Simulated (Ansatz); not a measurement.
Wanted: the native input for an Ansatz 0.2.0 run.

| Quantity | Value |
| --- | --- |
| Task | band structure |
| Functional | BLYP |
| Potentials or basis | Ansatz PAW |
| Cutoff | 420 eV (not typed: the program's choice for these potentials) |
| k mesh | 7 × 7 × 4 |
| Occupations | fermi-dirac, width 0.05 eV |
| Spin | collinear spin, ferromagnetic start |
| Starting moments | [0.0, 0.0, 3.0, 3.0, 0.0, 0.0, 0.0, 0.0, 0.0] μB |
| Path | [["G", "Y", "F", "L", "I"], ["I1", "Z", "F1"], ["Y", "X1"], ["X", "G", "N"], ["M", "G"]] |
| Points for each segment of the path | 10 |

CsLiCr2Te2S3:

```
Cs Li Cr Te S
1.0
     7.28959   -2.10433    0.01772
     7.28959    2.10433    0.01772
    -2.53315    0.00000    7.28100
Cs Li Cr Te S
1 1 2 2 3
Direct
  0.50000 0.50000 0.00000
  0.00000 0.00000 0.50000
  0.32870 0.32870 0.43300
  0.67130 0.67130 0.56700
  0.80672 0.80672 0.17427
  0.19328 0.19328 0.82573
  0.16358 0.16358 0.39713
  0.83642 0.83642 0.60287
  0.50000 0.50000 0.50000
```

The cell was built by a generator and needn't be a form met in nature.

One way to write it, as run:

input.yaml

```yaml
crystal:
  lattice:
    - [7.28959, -2.10433, 0.01772]
    - [7.28959, 2.10433, 0.01772]
    - [-2.53315, 0.0, 7.281]
  atoms:
    - { symbol: Cs, position: [0.5, 0.5, 0.0] }
    - { symbol: Li, position: [0.0, 0.0, 0.5] }
    - { symbol: Cr, position: [0.3287, 0.3287, 0.433], spin: 3.0 }
    - { symbol: Cr, position: [0.6713, 0.6713, 0.567], spin: 3.0 }
    - { symbol: Te, position: [0.80672, 0.80672, 0.17427] }
    - { symbol: Te, position: [0.19328, 0.19328, 0.82573] }
    - { symbol: S, position: [0.16358, 0.16358, 0.39713] }
    - { symbol: S, position: [0.83642, 0.83642, 0.60287] }
    - { symbol: S, position: [0.5, 0.5, 0.5] }
hamiltonian:
  xc: blyp
  pseudopotentials: { kind: paw }
magnetization:
  spin_polarized: true
kpoints:
  mp_grid: { grid: [7, 7, 4] }
  band_path:
    path:
      - [[0.0, 0.0, 0.0], [0.5, 0.5, 1.0], [-1.0782176501, -1.0782176501, 2.2171354669], [0.5, 0.5, 0.5], [0.2877035459, 0.7122964541, 0.5]]
      - [[-0.2877035459, 0.2877035459, -0.5], [0.0, 0.0, -0.5], [2.0782176501, 2.0782176501, -1.2171354669]]
      - [[0.5, 0.5, 1.0], [0.3854813254, 0.6145186746, 1.0]]
      - [[-0.3854813254, 0.3854813254, 0.0], [0.0, 0.0, 0.0], [0.0, 0.5, 0.5]]
      - [[0.0, 0.5, 0.0], [0.0, 0.0, 0.0]]
    npoints: 10
scf:
  occupations: { method: fermi_dirac, width: 0.05 }
  n_extra_bands: 22
output:
  forces: true
  stress: true
  eigenvalues: true
  fatbands: false
```

Potentials or basis: Ansatz PAW.

The run is started by

```sh
$ ansatz run input.yaml --threads 8 --pin off --max-ram 20480MiB --backend cpu --events-out ev --progress --plain --runs-dir out
```

It gave:

* Pressure: 3.2 GPa
* Largest force: 0.306 eV/Å
* Band gap on the k mesh: none (metal or under the smearing width)
* Net moment: 5.17 μB per cell
* Absolute moment: 6.73 μB per cell
* Site moments: Cs +0.00; Li +0.01; Cr +2.55; Te -0.13; S -0.12, -0.02 μB

Caveat: spin-orbit coupling is left out, which moves the levels of the heavy elements; only a ferromagnetic start was run, and an antiferromagnetic order may lie lower in energy; the PAW data sets come from PBE, with cores solved anew for the run's functional, which leaves a small shift of forces and pressure.

Run time: 35 s on 8 threads of Arm Neoverse V2 (shared host), peak memory 1.8 GiB.
